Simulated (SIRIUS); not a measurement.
# Ge2N (I4/mmm) in SIRIUS: reference runs

Aim: a first look at Ge2N with PBE, on the cell as given.

Everything below comes from runs of SIRIUS 7.10.0. Logs are shortened: lines on timing, memory, paths and dates and some standing lists are left out, and cuts for length are marked. The log counts tension as positive stress, the text compression.

## 1. The crystal as given

It takes space group I4/mmm (No. 139, tetragonal). The conventional cell has a = 4.217 Å, b = 4.217 Å, c = 5.403 Å, α = 90.00°, β = 90.00°, γ = 90.00°. Around Ge (site symmetry mmm) lie 2 N at 2.11 Å. N (site symmetry 4/mmm) is surrounded by 4 Ge at 2.11 Å.

The cell was built by a generator and needn't be a form met in nature.

## 2. Single point, PBE

sirius.json reads:

```json
{
  "control": {
    "processing_unit": "cpu",
    "verbosity": 2,
    "num_bands_to_print": 25,
    "print_forces": true,
    "print_stress": true
  },
  "parameters": {
    "electronic_structure_method": "pseudopotential",
    "xc_functionals": ["XC_GGA_X_PBE", "XC_GGA_C_PBE"],
    "gk_cutoff": 9.2,
    "pw_cutoff": 18.4,
    "ngridk": [9, 9, 9],
    "shiftk": [0, 0, 0],
    "smearing": "fermi_dirac",
    "smearing_width": 0.0018374661,
    "num_bands": 25,
    "num_mag_dims": 0,
    "num_dft_iter": 100,
    "energy_tol": 1e-08,
    "density_tol": 1e-06
  },
  "iterative_solver": {
    "type": "davidson",
    "min_tolerance": 1e-09,
    "tolerance_scale": [0.1, 0.25]
  },
  "mixer": {
    "type": "anderson",
    "beta": 0.7,
    "max_history": 8
  },
  "settings": {
    "tol_ne": 1e-10,
    "pseudo_grid_cutoff": 6.5
  },
  "unit_cell": {
    "lattice_vectors": [
      [-3.984619814602, 3.984619814602, 5.105473070901],
      [3.984619814602, -3.984619814602, 5.105473070901],
      [3.984619814602, 3.984619814602, -5.105473070901]
    ],
    "atom_coordinate_units": "lattice",
    "atom_types": ["Ge", "N"],
    "atom_files": {
      "Ge": "Ge.json",
      "N": "N.json"
    },
    "atoms": {
      "Ge": [
        [0.0, 0.5, 0.5],
        [0.5, 0.0, 0.5]
      ],
      "N": [
        [0.5, 0.5, 0.0]
      ]
    }
  }
}
```

Potentials or basis: PseudoDojo 0.4.1 PBE standard (scalar relativistic).

Run with:

```console
> upf_to_json Ge.upf
> upf_to_json N.upf
> OMP_NUM_THREADS=1 sirius.scf --input=sirius.json --output=out.json --task=0
```

The program printed:

```text
[info] SIRIUS version : 7.10.0
[info] number of MPI ranks           : 1
[info] MPI grid                      : 1 1
[info] maximum number of OMP threads : 1
[fft] FFT context for density and potential
[fft] =====================================
[fft]   comm size                             : 1
[fft]   plane wave cutoff                     : 18.4
[fft]   grid size                             : 48 48 48   total : 110592
[fft]   grid limits                           : -23 24   -23 24   -23 24
[fft]   number of G-vectors within the cutoff : 17029
[fft]   local number of G-vectors             : 17029
[fft]   number of G-shells                    : 2428
[fft] FFT context for coarse grid
[fft] =====================================
[fft]   comm size                             : 1
[fft]   plane wave cutoff                     : 18.4
[fft]   grid size                             : 48 48 48   total : 110592
[fft]   grid limits                           : -23 24   -23 24   -23 24
[fft]   number of G-vectors within the cutoff : 17029
[fft]   local number of G-vectors             : 17029
[fft]   number of G-shells                    : 2428
[unit cell] lattice vectors
[unit cell]   a1 :      -3.9846198146      3.9846198146      5.1054730709
[unit cell]   a2 :       3.9846198146     -3.9846198146      5.1054730709
[unit cell]   a3 :       3.9846198146      3.9846198146     -5.1054730709
[unit cell] reciprocal lattice vectors
[unit cell]   b1 :      -0.0000000000      0.7884297122      0.6153382086
[unit cell]   b2 :       0.7884297122     -0.0000000000      0.6153382086
[unit cell]   b3 :       0.7884297122      0.7884297122      0.0000000000
[unit cell] unit cell volume :       324.24236742 [a.u.^3]
[unit cell] 1/sqrt(omega)    :         0.05553479
[unit cell] MT volume        :         0.00000000 ( 0.00%)
[unit cell] IT volume        :       324.24236742 (100.00%)
[unit cell] number of atom types : 2
[unit cell] type id : 0 symbol : Ge mt_radius :  15.590000 num_atoms : 2
[unit cell] type id : 1 symbol :  N mt_radius :  10.570000 num_atoms : 1
[unit cell] total number of atoms : 3
[unit cell] number of symmetry classes : 2
[unit cell] number of PAW atoms : 0
[unit cell] atom id  type id  class id             position                      vector_field
[unit cell] ------------------------------------------------------------------------------------------
[unit cell]      0        0        0      0.00000   0.50000   0.50000      0.00000   0.00000   0.00000
[unit cell]      1        0        0      0.50000   0.00000   0.50000      0.00000   0.00000   0.00000
[unit cell]      2        1        1      0.50000   0.50000   0.00000      0.00000   0.00000   0.00000
[unit cell] atom id         position (Cartesian, a.u.)
[unit cell] ---------------------------------------------
[unit cell]      0       3.984620    0.000000    0.000000
[unit cell]      1       0.000000    3.984620    0.000000
[unit cell]      2       0.000000    0.000000    5.105473
[unit cell] class id : 0 atom id : 0 1
[unit cell] class id : 1 atom id : 2
[unit cell] minimum bond length:     3.984620
[... 302 lines left out ...]
[diagonalize] ik:    1   -0.532522   -0.530720   -0.530705   -0.529353   -0.529346   -0.527320   -0.525525   -0.525117   -0.525111   -0.522679   -0.200739    0.099145    0.191335    0.193803    0.280336    0.314536    0.368144    0.466037    0.468091    0.611232    0.611331    0.643328    0.680959    0.699530    0.753444
[diagonalize] ik:    2   -0.531673   -0.530322   -0.530237   -0.529067   -0.529046   -0.527592   -0.526010   -0.525371   -0.525346   -0.523580   -0.192010    0.068705    0.182613    0.189690    0.287413    0.322419    0.401097    0.438976    0.449402    0.585243    0.637106    0.654492    0.720015    0.723759    0.763322
[diagonalize] ik:    3   -0.530452   -0.529655   -0.529516   -0.528676   -0.528648   -0.528029   -0.526750   -0.525725   -0.525670   -0.524950   -0.180424    0.038528    0.165802    0.187979    0.285174    0.358174    0.415920    0.418101    0.449125    0.557716    0.618940    0.665743    0.756355    0.759136    0.829466
[diagonalize] ik:    4   -0.529409   -0.528760   -0.528641   -0.528351   -0.528321   -0.528281   -0.527648   -0.526592   -0.526020   -0.525938   -0.171470    0.019106    0.155766    0.186951    0.281386    0.395024    0.403285    0.416604    0.458137    0.552335    0.572456    0.683186    0.779387    0.805073    0.875693
[diagonalize] ...
[diagonalize] ik:   70   -0.531080   -0.530738   -0.530166   -0.528552   -0.528384   -0.526602   -0.525866   -0.525715   -0.525682   -0.525538   -0.161615    0.085044    0.121232    0.169666    0.208006    0.238882    0.420410    0.443214    0.480997    0.713069    0.735665    0.748069    0.786631    0.803700    0.841755
[diagonalize] ik:   71   -0.531195   -0.530331   -0.530066   -0.528339   -0.528334   -0.526474   -0.526422   -0.525770   -0.525769   -0.525691   -0.165942    0.097128    0.136617    0.157815    0.193325    0.248918    0.425358    0.462933    0.467636    0.698592    0.712180    0.736660    0.764813    0.810744    0.866521
[diagonalize] ik:   72   -0.531293   -0.530534   -0.529118   -0.528236   -0.528236   -0.527476   -0.526237   -0.525915   -0.525915   -0.525502   -0.172765    0.123180    0.147438    0.160786    0.160786    0.268050    0.436216    0.467065    0.467065    0.647022    0.707400    0.731255    0.759867    0.759867    0.868413
[diagonalize] ik:   73   -0.531260   -0.530908   -0.530280   -0.528489   -0.528483   -0.526510   -0.525723   -0.525608   -0.525564   -0.525557   -0.160556    0.094287    0.153486    0.159952    0.166768    0.223212    0.431849    0.463297    0.466721    0.700901    0.763387    0.782075    0.788370    0.827027    0.836571
[diagonalize] ik:   74   -0.531417   -0.530640   -0.530437   -0.528416   -0.528416   -0.526398   -0.525925   -0.525626   -0.525626   -0.525545   -0.162260    0.129802    0.147018    0.152293    0.152293    0.209679    0.435032    0.472324    0.472324    0.688990    0.763353    0.770489    0.797666    0.797666    0.876078
[find] Charges and magnetic moments
[find] --------------------------------------------------------------------------------
[find] total charge          : 33.000000
[find] Energy
[find] --------------------------------------------------------------------------------
[find] valence_eval_sum               :      -8.56258393
[find] <rho|V^{XC}>                   :     -32.37481095
[find] <rho|E^{XC}>                   :     -46.60572077
[find] <mag|B^{XC}>                   :       0.00000000
[find] <rho|V^{H}>                    :     101.23424742
[find] one-electron contribution      :     -77.42202040 (Ha),    -154.84404080 (Ry)
[find] hartree contribution           :      50.61712371
[find] xc contribution                :     -46.60572077
[find] ewald contribution             :    -115.50342546
[find] PAW contribution               :       0.00000000
[find] smearing (-TS)                 :      -0.00027679
[find] SCF correction                 :       0.00000586
[find] Total energy                   :    -188.91403706 (Ha),    -377.82807411 (Ry)
[find] Free energy (E-TS)             :    -188.91431385 (Ha),    -377.82862769 (Ry)
[find] band gap (eV)                  :       0.00000000
[find] Efermi                         :       0.37948157
[find] iteration : 11, RMS : 9.907605581354e-08, energy difference : -2.219508132839e-09
[find] Hartree energy of density residual : 1.629317722903e-13
[find] bands are converged : true
[find] iterative solver converged : true
[find] converged after 12 SCF iterations!
[find] Charges and magnetic moments
[find] --------------------------------------------------------------------------------
[find] total charge          : 33.000000
[find] Energy
[find] --------------------------------------------------------------------------------
[find] valence_eval_sum               :      -8.56258393
[find] <rho|V^{XC}>                   :     -32.37481095
[find] <rho|E^{XC}>                   :     -46.60572077
[find] <mag|B^{XC}>                   :       0.00000000
[find] <rho|V^{H}>                    :     101.23424742
[find] one-electron contribution      :     -77.42202040 (Ha),    -154.84404080 (Ry)
[find] hartree contribution           :      50.61712371
[find] xc contribution                :     -46.60572077
[find] ewald contribution             :    -115.50342546
[find] PAW contribution               :       0.00000000
[find] smearing (-TS)                 :      -0.00027679
[find] SCF correction                 :       0.00000586
[find] Total energy                   :    -188.91403706 (Ha),    -377.82807411 (Ry)
[find] Free energy (E-TS)             :    -188.91431385 (Ha),    -377.82862769 (Ry)
[find] band gap (eV)                  :       0.00000000
[find] Efermi                         :       0.37948157
[ground_state] === stress tensor components [kbar] ===
[ground_state] === stress_kin ===
[ground_state] -85188.272155    0.000000    0.000000
[ground_state]     0.000000-85188.272155    0.000000
[ground_state]     0.000000    0.000000-85622.625089
[ground_state] === stress_har ===
[ground_state] -16056.327185    0.000000    0.000000
[ground_state]     0.000000-16056.327185   -0.000000
[ground_state]     0.000000   -0.000000-13816.167668
[ground_state] === stress_ewald ===
[ground_state] 33183.891438   -0.000000   -0.000000
[ground_state]    -0.00000033183.891438   -0.000000
[ground_state]    -0.000000   -0.00000038437.387462
[ground_state] === stress_vloc ===
[ground_state] -6028.223706    0.000000    0.000000
[ground_state]     0.000000-6028.223706    0.000000
[ground_state]     0.000000    0.000000-13085.725733
[ground_state] === stress_xc ===
[ground_state] -12388.439320    0.000000    0.000000
[ground_state]     0.000000-12388.439320    0.000000
[ground_state]     0.000000    0.000000-12376.864040
[ground_state] === stress_core ===
[ground_state] 22505.584428   -0.000000   -0.000000
[ground_state]    -0.00000022505.584428   -0.000000
[ground_state]    -0.000000   -0.00000022506.000497
[ground_state] === stress_nonloc ===
[ground_state] 63971.459870   -0.000000   -0.000000
[ground_state]    -0.00000063971.459870   -0.000000
[ground_state]    -0.000000   -0.00000063956.143159
[ground_state] === stress_us_nl ===
[ground_state] 63971.459870   -0.000000   -0.000000
[ground_state]    -0.00000063971.459870   -0.000000
[ground_state]    -0.000000   -0.00000063956.143159
[ground_state] === stress_total ===
[ground_state]    -0.326630   -0.000000    0.000000
[ground_state]    -0.000000   -0.326630   -0.000000
[ground_state]     0.000000   -0.000000   -1.851413
[ground_state] ==== total Forces in Ha/bohr =====
[ground_state] atom:    0, force:       0.0000000      0.0000000      0.0000000
[ground_state] atom:    1, force:       0.0000000      0.0000000      0.0000000
[ground_state] atom:    2, force:       0.0000000      0.0000000      0.0000000
[ground_state] ==== ultrasoft contribution from Qij =====
[ground_state] atom:    0, force:       0.0000000      0.0000000      0.0000000
[ground_state] atom:    1, force:       0.0000000      0.0000000      0.0000000
[ground_state] atom:    2, force:       0.0000000      0.0000000      0.0000000
[ground_state] ==== non-local contribution from Beta-projector =====
[ground_state] atom:    0, force:       0.0000000      0.0000000      0.0000000
[ground_state] atom:    1, force:       0.0000000      0.0000000      0.0000000
[ground_state] atom:    2, force:       0.0000000      0.0000000      0.0000000
[ground_state] ==== contribution from local potential =====
[ground_state] atom:    0, force:       0.0000000      0.0000000      0.0000000
[ground_state] atom:    1, force:       0.0000000      0.0000000      0.0000000
[ground_state] atom:    2, force:       0.0000000      0.0000000      0.0000000
[ground_state] ==== contribution from core density =====
[ground_state] atom:    0, force:       0.0000000      0.0000000      0.0000000
[ground_state] atom:    1, force:       0.0000000      0.0000000      0.0000000
[ground_state] atom:    2, force:       0.0000000      0.0000000      0.0000000
[ground_state] ==== Ewald forces from ions =====
[ground_state] atom:    0, force:       0.0000000      0.0000000      0.0000000
[ground_state] atom:    1, force:       0.0000000      0.0000000      0.0000000
[ground_state] atom:    2, force:       0.0000000      0.0000000      0.0000000
[~DFT_ground_state] local op. applied: 54112
[~DFT_ground_state] evp. work count: 8879.03
[~DFT_ground_state] number of iterative solver steps: 3347
```

It took 2.6 min on 1 thread of Arm Neoverse V2, shared host; peak memory 0.79 GiB.

Results:

| Item | Value |
| --- | --- |
| Free energy | -5140.6204 eV |
| Pressure | 0.1 GPa |
| Band gap on the k mesh | none (metal or under the smearing width) |

Stress tensor (GPa, compression positive):
```
0.03 0.00 0.00
0.00 0.03 0.00
0.00 0.00 0.19
```
